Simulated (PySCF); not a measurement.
# [DyBr2]+: other functionals and bases at one geometry

One table from this session's results is given with a row withheld; the runs are named, their logs left out.

Computed with PySCF 2.14.0. Level: several levels, as the steps say, no spin–orbit coupling.

1 further run of the same task is left out (for a known fault of the program).

## The starting structure

3 atoms, charge 1, spin multiplicity 1.

Bond lengths: Dy1–Br2 2.521 Å, Dy1–Br3 2.521 Å. Angles: Br2–Dy1–Br3 110.8°.

Coordinates:

```xyz
3
Br2Dy
Dy    0.0000    0.0000   -0.7558
Br    2.0753    0.0000    0.6757
Br   -2.0753    0.0000    0.6757
```

Formal oxidation states: Dy +3. Each metal's 9 4f electrons lie in its core potential, so multiplicities, spins and levels count the valence alone. An earlier session relaxed this geometry at PBE0, Dy lcecp-1-SVP with ECP55, Br def2-SVP (singlet, point group C2v).

At PBE0 on the finer grid: E = -5184.056084 Eh, HOMO -12.98 eV, LUMO -7.97 eV, Mulliken charge on Dy1 +1.26 e, largest force component 0.040 eV/Å. 

Levels to run: r2SCAN; PBE; PBE0, TZVP. Hardware: 2 threads of Intel Xeon Platinum 8259CL at 2.50GHz (Skylake/Cascade Lake), shared host.

The first run:

run.py (the lines that set the calculation) reads:

```python
mol = gto.M(atom='''
Dy     0.00000     0.00000    -0.75582
Br     2.07535     0.00000     0.67575
Br    -2.07535     0.00000     0.67575''',
    basis={'Dy': 'lcecp-1-SVP', 'Br': 'def2-SVP'},
    ecp={'Dy': 'lcecp-1-SVP'},
    charge=1, spin=0)
mf = dft.RKS(mol, xc='R2SCAN')
mf.grids.atom_grid = (75, 302)  # f atoms: unpruned, at least (60, 302)
mf = mf.density_fit()  # fitting sets: Dy AutoAux, Br def2-universal-JKFIT
mf.conv_tol = 1e-08; mf.max_cycle = 55
mf.kernel(dm0)  # dm0: the density of the relaxed state
```

On the command line:

```console
> OMP_NUM_THREADS=2 python run.py
```

Among the steps run: r2SCAN; PBE; PBE0, TZVP.

One table of the session follows, with a row left open; its other results are not shown here.

```
              level  HOMO (eV)  gap (eV)  charge on Dy1 (e)  dipole (D)  largest force component (eV/Å)
PBE0 (relaxed here)     -12.98      5.02               1.26        7.14                            0.04
             r2SCAN     -12.10      3.86               1.25        7.09                            0.13
                PBE     -11.80      3.12               1.11        6.51                            0.20
         PBE0, TZVP          ?         ?                  ?           ?                               ?
```

**Question.** Estimate the row for PBE0, TZVP.

As computed: HOMO (eV): -12.92; gap (eV): 5.06; charge on Dy1 (e): 1.53; dipole (D): 7.01; largest force component (eV/Å): 0.10. In the column «HOMO (eV)» it lies between PBE0 (relaxed here) (-12.98) and r2SCAN (-12.10).

The dipole of a charged species depends on the origin, so these sizes hold for this origin alone.

In one basis the HOMO–LUMO gap runs from 3.12 eV (PBE) to 5.02 eV (PBE0). The largest leftover force, 0.20 eV/Å with PBE, stands at a geometry relaxed at another level. With 4f in the core, its levels are missing from HOMO and gap, and its count is fixed, so no charge can pass from the ligands into it. Total energies of different levels can't be compared.
